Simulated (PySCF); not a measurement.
**NaI: bond curves at several levels of theory**

One table from this session's results is given with a row withheld; the runs are named, their logs left out.

The runs use PySCF 2.14.0; Na def2-TZVPP, I def2-TZVPP with ECP28, scalar-relativistic core potentials.

The first run:

A driver script around PySCF takes these settings:

* atoms: Na, I
* charge: 0
* basis: Na def2-TZVPP, I def2-TZVPP with ECP28
* Hamiltonian: scalar-relativistic core potentials
* basis functions: 82
* electrons treated: 36
* masses in u: 22.9898, 126.9045
* levels: PBE0, PBE, r²SCAN, B97-3, M06, PBEsol, B3LYP, CAM-B3LYP, HF, MP2, SCS-MP2, CCSD, CCSD(T)
* grid: 80 radial by 434 angular points
* occupations: held fixed by the projection of orbital angular momentum
* dissociation limit: Na + I, each in its ground configuration
* starting distance in angstrom: 2.885
* values of 2S to try: 0, 2

Command:

```console
$ OMP_NUM_THREADS=1 python dia.py task.json out
```

Among the steps run: The job; PBE0 along the bond; Higher solutions at PBE0; PBE (GGA); r²SCAN (meta-GGA); B97-3 (global hybrid GGA); M06; PBEsol (GGA); B3LYP; CAM-B3LYP (range-separated hybrid); RHF (mean field); MP2 and coupled cluster.

One of the session's tables, all rows but one given; the rest of the session is left out.

```
      level  Re (Å)  ωe (cm⁻¹)  De (eV)
        RHF   2.755      251.1     2.42
    RHF-MP2   2.718      254.5     3.34
RHF-SCS-MP2   2.727      252.6     3.25
   RHF-CCSD   2.726      253.1     3.16
RHF-CCSD(T)   2.726      252.6     3.22
        PBE   2.724      249.8     3.21
     PBEsol   2.709      252.5     3.36
     r²SCAN   2.723      254.2     3.35
      B3LYP       ?          ?        ?
       PBE0   2.714      255.7     3.23
      B97-3   2.723      254.2     3.28
        M06   2.744      241.0     3.34
  CAM-B3LYP   2.700      259.7     3.19
```

Q: Estimate the row for B3LYP from the others.

As computed: Re (Å): 2.722; ωe (cm⁻¹): 252.3; De (eV): 3.16. In the column «Re (Å)» it lies between RHF-MP2 (2.718) and r²SCAN (2.723).
